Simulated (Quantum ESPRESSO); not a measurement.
# GeW (Fm-3m) in Quantum ESPRESSO: reference runs, part 2 of 2

Quantum ESPRESSO 7.5. The steps go on from the part before.

**5. Single point, PBE, 16.44 Å³/atom**

The input, pw.in:

```
&CONTROL
  calculation = 'scf'
  prefix = 'pwscf'
  outdir = './tmp'
  pseudo_dir = './pseudo'
  tprnfor = .true.
  tstress = .true.
  disk_io = 'nowf'
/
&SYSTEM
  ibrav = 0
  nat = 2
  ntyp = 2
  ecutwfc = 55
  ecutrho = 440
  nbnd = 21
  occupations = 'smearing'
  smearing = 'fd'
  degauss = 0.00367493
/
&ELECTRONS
  conv_thr = 4d-10
  electron_maxstep = 120
  mixing_beta = 0.5
/
ATOMIC_SPECIES
Ge    72.6300 ge_pbe_v1.4.uspp.F.UPF
W    183.8400 W_pbe_v1.2.uspp.F.UPF
CELL_PARAMETERS angstrom
   0.0000000000    2.5427731620    2.5427731620
   2.5427731620    0.0000000000    2.5427731620
   2.5427731620    2.5427731620    0.0000000000
ATOMIC_POSITIONS crystal
Ge     0.5000000000    0.5000000000    0.5000000000
W      0.0000000000    0.0000000000    0.0000000000
K_POINTS automatic
9 9 9 0 0 0
```

Launch:

```bash
$ OMP_NUM_THREADS=1 pw.x -in pw.in > pw.out
```

Wall time 52 s (1 thread of Intel Xeon Platinum 8175M at 2.50GHz (Skylake/Cascade Lake), shared host); peak memory 0.29 GiB.

The run converged. Its results:

```
Free energy            : -5070.3317 eV
Pressure               : 7.9 GPa
Band gap on the k mesh : none (metal or under the smearing width)
```

**6. Single point, PBE, 16.78 Å³/atom**

Edit pw.in of step 5 so:

```diff
@@ -29,5 +29,5 @@
 CELL_PARAMETERS angstrom
-   0.0000000000    2.5427731620    2.5427731620
-   2.5427731620    0.0000000000    2.5427731620
-   2.5427731620    2.5427731620    0.0000000000
+   0.0000000000    2.5603100828    2.5603100828
+   2.5603100828    0.0000000000    2.5603100828
+   2.5603100828    2.5603100828    0.0000000000
 ATOMIC_POSITIONS crystal
```

Potentials or basis: SSSP 1.3 efficiency PBE.

Launch:

```bash
$ OMP_NUM_THREADS=1 pw.x -in pw.in > pw.out
```

Run time: 48 s. Hardware: 1 thread of Intel Xeon Platinum 8175M at 2.50GHz (Skylake/Cascade Lake), shared host; peak memory 0.3 GiB.

The run converged. Its results:

- Free energy: -5070.3569 eV
- Pressure: 3.9 GPa
- Band gap on the k mesh: none (metal or under the smearing width)

**7. Single point, PBE, 17.13 Å³/atom**

Edit pw.in of step 6 so:

```diff
@@ -29,5 +29,5 @@
 CELL_PARAMETERS angstrom
-   0.0000000000    2.5603100828    2.5603100828
-   2.5603100828    0.0000000000    2.5603100828
-   2.5603100828    2.5603100828    0.0000000000
+   0.0000000000    2.5776100000    2.5776100000
+   2.5776100000    0.0000000000    2.5776100000
+   2.5776100000    2.5776100000    0.0000000000
 ATOMIC_POSITIONS crystal
```

Launch:

```bash
$ OMP_NUM_THREADS=1 pw.x -in pw.in > pw.out
```

Run time: 58 s. Hardware: 1 thread of Intel Xeon Platinum 8175M at 2.50GHz (Skylake/Cascade Lake), shared host; peak memory 0.3 GiB.

Results (log left out):

| Item | Value |
| --- | --- |
| Free energy | -5070.3656 eV |
| Pressure | 0.2 GPa |
| Band gap on the k mesh | none (metal or under the smearing width) |

**8. Single point, PBE, 17.47 Å³/atom**

Edit pw.in of step 7 so:

```diff
@@ -29,5 +29,5 @@
 CELL_PARAMETERS angstrom
-   0.0000000000    2.5776100000    2.5776100000
-   2.5776100000    0.0000000000    2.5776100000
-   2.5776100000    2.5776100000    0.0000000000
+   0.0000000000    2.5946807624    2.5946807624
+   2.5946807624    0.0000000000    2.5946807624
+   2.5946807624    2.5946807624    0.0000000000
 ATOMIC_POSITIONS crystal
```

Launch:

```bash
$ OMP_NUM_THREADS=1 pw.x -in pw.in > pw.out
```

It took 50 s on 1 thread of Intel Xeon Platinum 8175M at 2.50GHz (Skylake/Cascade Lake), shared host; peak memory 0.3 GiB.

The run converged. Its results:

- Free energy: -5070.3594 eV
- Pressure: -3.1 GPa
- Band gap on the k mesh: none (metal or under the smearing width)

**9. Single point, PBE, 17.81 Å³/atom**

Edit pw.in of step 8 so:

```diff
@@ -29,5 +29,5 @@
 CELL_PARAMETERS angstrom
-   0.0000000000    2.5946807624    2.5946807624
-   2.5946807624    0.0000000000    2.5946807624
-   2.5946807624    2.5946807624    0.0000000000
+   0.0000000000    2.6115298109    2.6115298109
+   2.6115298109    0.0000000000    2.6115298109
+   2.6115298109    2.6115298109    0.0000000000
 ATOMIC_POSITIONS crystal
```

Potentials or basis: SSSP 1.3 efficiency PBE.

Launch:

```bash
$ OMP_NUM_THREADS=1 pw.x -in pw.in > pw.out
```

Wall time 51 s (1 thread of Intel Xeon Platinum 8175M at 2.50GHz (Skylake/Cascade Lake), shared host); peak memory 0.31 GiB.

It converged, with:

* Free energy: -5070.3399 eV
* Pressure: -6.0 GPa
* Band gap on the k mesh: none (metal or under the smearing width)

**10. Single point, PBE, 18.15 Å³/atom**

Edit pw.in of step 9 so:

```diff
@@ -29,5 +29,5 @@
 CELL_PARAMETERS angstrom
-   0.0000000000    2.6115298109    2.6115298109
-   2.6115298109    0.0000000000    2.6115298109
-   2.6115298109    2.6115298109    0.0000000000
+   0.0000000000    2.6281642072    2.6281642072
+   2.6281642072    0.0000000000    2.6281642072
+   2.6281642072    2.6281642072    0.0000000000
 ATOMIC_POSITIONS crystal
```

Potentials or basis: SSSP 1.3 efficiency PBE.

Launch:

```bash
$ OMP_NUM_THREADS=1 pw.x -in pw.in > pw.out
```

pw.out:

```text
This program is part of the open-source Quantum ESPRESSO suite
     for quantum simulation of materials; please cite
[... 9 lines left out ...]
     --------------------
     sticks:   dense  smooth     PW     G-vecs:    dense   smooth      PW
     Sum        1507     745    235                38301    13539    2277

     Using Slab Decomposition

     bravais-lattice index     =            0
     lattice parameter (alat)  =       7.0237  a.u.
     unit-cell volume          =     245.0102 (a.u.)^3
     number of atoms/cell      =            2
     number of atomic types    =            2
     number of electrons       =        28.00
     number of Kohn-Sham states=           21
     kinetic-energy cutoff     =      55.0000  Ry
     charge density cutoff     =     440.0000  Ry
     scf convergence threshold =      4.0E-10
     mixing beta               =       0.5000
     number of iterations used =            8  plain     mixing
     Exchange-correlation= SLA  PW   PBE  PBE
                           (   1   4   3   4   0   0   0)

     celldm(1)=   7.023707  celldm(2)=   0.000000  celldm(3)=   0.000000
     celldm(4)=   0.000000  celldm(5)=   0.000000  celldm(6)=   0.000000

     crystal axes: (cart. coord. in units of alat)
               a(1) = (   0.000000   0.707107   0.707107 )
               a(2) = (   0.707107   0.000000   0.707107 )
               a(3) = (   0.707107   0.707107   0.000000 )

     reciprocal axes: (cart. coord. in units 2 pi/alat)
               b(1) = ( -0.707107  0.707107  0.707107 )
               b(2) = (  0.707107 -0.707107  0.707107 )
[... 176 lines left out ...]
     ethr =  3.69E-12,  avg # of iterations =  1.9

     negative rho (up, down):  6.645E-02 0.000E+00

     End of self-consistent calculation

          k = 0.0000 0.0000 0.0000 (  1687 PWs)   bands (ev):

   -59.1586 -23.3158 -23.3158 -23.3158  -8.9547  -8.9547  -8.9069  -8.9069
    -8.9069   3.5163  13.9576  13.9576  13.9576  14.6001  14.6001  17.7280
    17.7280  17.7280  22.2065  23.6925  29.8606

          k = 0.0786 0.0786-0.0786 (  1705 PWs)   bands (ev):
[... 175 lines left out ...]
   -59.1558 -23.3741 -23.3578 -23.3389  -8.9449  -8.9304  -8.9003  -8.8965
    -8.8889   6.6409  10.2619  11.6404  12.3863  15.3732  15.9161  16.5772
    18.1341  19.3235  23.1555  25.6961  26.4694

          k = 0.0000-0.3143 0.4714 (  1689 PWs)   bands (ev):

   -59.1561 -23.3734 -23.3528 -23.3347  -8.9439  -8.9290  -8.9010  -8.8959
    -8.8911   6.3727  10.2184  11.8064  12.3240  15.3723  15.9669  16.9128
    17.7373  20.4291  23.2929  25.2456  25.3089

          k =-0.0786-0.5500 0.7071 (  1676 PWs)   bands (ev):
[... 13 lines left out ...]
   -59.1557 -23.3697 -23.3602 -23.3452  -8.9494  -8.9318  -8.9019  -8.8968
    -8.8868   6.5511  10.9998  11.6729  12.0814  15.8741  15.9451  16.7683
    16.8360  18.5058  24.4445  25.6686  25.9248

     the Fermi energy is    15.4206 ev

!    total energy              =    -372.66080730 Ry
     estimated scf accuracy    <          2.7E-11 Ry
     smearing contrib. (-TS)   =      -0.00181585 Ry
     internal energy E=F+TS    =    -372.65899145 Ry

     The total energy is F=E-TS. E is the sum of the following terms:
     one-electron contribution =    -141.16827104 Ry
     hartree contribution      =      91.92895860 Ry
     xc contribution           =     -99.47560438 Ry
     ewald contribution        =    -223.94407463 Ry

     convergence has been achieved in   9 iterations

     negative rho (up, down):  6.645E-02 0.000E+00

     Forces acting on atoms (cartesian axes, Ry/au):

     atom    1 type  1   force =     0.00000000    0.00000000    0.00000000
     atom    2 type  2   force =     0.00000000    0.00000000    0.00000000

     Total force =     0.000000     Total SCF correction =     0.000000

     Computing stress (Cartesian axis) and pressure

     negative rho (up, down):  6.645E-02 0.000E+00
          total   stress  (Ry/bohr**3)                   (kbar)     P=      -86.59
  -0.00058864  -0.00000000  -0.00000000          -86.59       -0.00       -0.00
  -0.00000000  -0.00058864  -0.00000000           -0.00      -86.59       -0.00
  -0.00000000  -0.00000000  -0.00058864           -0.00       -0.00      -86.59

=------------------------------------------------------------------------------=
   JOB DONE.
=------------------------------------------------------------------------------=
```

Wall time 56 s (1 thread of Intel Xeon Platinum 8175M at 2.50GHz (Skylake/Cascade Lake), shared host); peak memory 0.32 GiB.

What came out:

* Free energy: -5070.3086 eV
* Pressure: -8.7 GPa
* Band gap on the k mesh: none (metal or under the smearing width)

**11. Equation of state, PBE**

This step only gathers the single runs of the series.

Results:

| Item | Value |
| --- | --- |
| Equilibrium volume | 17.15 Å³/atom |
| Bulk modulus | 172 GPa |
| Pressure derivative of the bulk modulus | 4.5 |

Energy against volume, from the lowest point:
| volume (Å³/atom) | energy (meV/atom) |
| --- | --- |
| 16.098 | 38.79 |
| 16.441 | 16.95 |
| 16.783 | 4.33 |
| 17.126 | 0.00 |
| 17.468 | 3.08 |
| 17.811 | 12.82 |
| 18.153 | 28.50 |

The run has no spin-orbit coupling, so splittings on W are missing.

**12. The runs side by side**

| task | cell | gap on the mesh (eV) | pressure (GPa) |
| --- | --- | --- | --- |
| single point | as given | none | 0.2 |
| single point | atoms moved at random, drawn with an rms of 0.05 Å | none | 0.6 |
| equation of state | as given | - | - |

Alike in all rows: level PBE; potentials or basis SSSP 1.3 efficiency PBE; no spin polarisation; k mesh 9 × 9 × 9; cutoff (eV) 748; smearing fermi-dirac 0.05 eV.

Total energies depend on the potentials used, so only differences within one code and one set of settings carry meaning.
